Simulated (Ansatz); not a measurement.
# GeHBr+ (doublet): the correlation ladder, cc-pVTZ

The task here is to estimate one member of a computed series from the others.

The runs use Ansatz 0.2.0, Gaussian basis; cc-pVTZ, core rule «outside noble gas», up to 28 orbitals frozen.

The runs, in order: UHF; CCSD(T) on ROHF; CCSD(T) on UHF; BCCD(T) on ROHF; CCSDT(Q) on ROHF; CCSDT(Q) on UHF; CASSCF and MRCISD+Q, 11 electrons in 9 orbitals; CASSCF and NEVPT4(SD), 11 electrons in 9 orbitals; CASSCF and NEVPT2, 11 electrons in 9 orbitals.

4 further runs of the same task are left out: 4 set aside as unsound or not needed.

## What is computed

The geometry is a PBE0/def2-TZVP stationary point (not a proven minimum) of the parent state, kept for this charge and spin. No spin-orbit coupling is included. The filled d shell of Ge, Br may be among the frozen orbitals whatever the setting's name suggests; the logs give the count.

3 atoms, charge 1, spin multiplicity 2.

Atoms are counted from 1 here; the program's logs count them from 0.

Bond lengths: Ge1–Br2 2.339 Å, Ge1–H3 1.598 Å. Angles: Br2–Ge1–H3 93.3°.

Set-up of the first run:

in.yaml

```yaml
crystal:
  periodic: [false, false, false]
  atoms:
    - {symbol: Ge, position_ang: [0.000000, -0.038171, 1.216039]}
    - {symbol: Br, position_ang: [0.000000, 0.015084, -1.122445]}
    - {symbol: H, position_ang: [0.000000, 1.555115, 1.344104]}
basis:
  gaussian: {orbitals: cc-pVTZ}
total_charge: 1
magnetization: {spin_polarized: true, initial_magnetization: 1}
hamiltonian: {xc: hf}
output: {orbitals: {seedname: orbitals}}
```

Started as:

```console
$ ansatz run in.yaml --threads 1 --pin off --events-out ev --progress --plain --max-ram 4096MiB --backend cpu
```

Among the steps run: UHF; CCSD(T) on ROHF; CCSD(T) on UHF; BCCD(T) on ROHF; CCSDT(Q) on ROHF; CCSDT(Q) on UHF; CASSCF and MRCISD+Q, 11 electrons in 9 orbitals; CASSCF and NEVPT4(SD), 11 electrons in 9 orbitals; CASSCF and NEVPT2, 11 electrons in 9 orbitals.

One of the session's tables, all rows but one given; the rest of the session is left out.

It belongs to the step «Misses and costs». 

```
            method  from UCCSDT(Q) (kJ/mol)
              ROHF                   +738.4
               UHF                   +721.5
              RMP2                   +119.3
              UMP2                   +117.6
             RCCSD                    +42.0
             UCCSD                    +41.0
          RCCSD(T)                     +6.9
          UCCSD(T)                     +6.9
           BCCD(T)                     +7.2
            RCCSDT                     +3.1
            UCCSDT                     +2.7
         RCCSDT(Q)                     +1.2
         UCCSDT(Q)                        0
    CASSCF valence                   +575.4
    NEVPT2 valence                   +131.3
NEVPT4(SD) valence                        ?
    MRCISD valence                    +57.0
  MRCISD+Q valence                    +11.3
```

**Question.** Estimate the row for NEVPT4(SD) valence.

The run gave: from UCCSDT(Q) (kJ/mol): +20.2. In the column «from UCCSDT(Q) (kJ/mol)» it lies between MRCISD+Q valence (+11.3) and UCCSD (+41.0).

Limits of these values: Restricted and unrestricted rows rest on different reference determinants; where their highest levels disagree by more than a few hundredths of an eV, they describe different states and don't form one ladder.
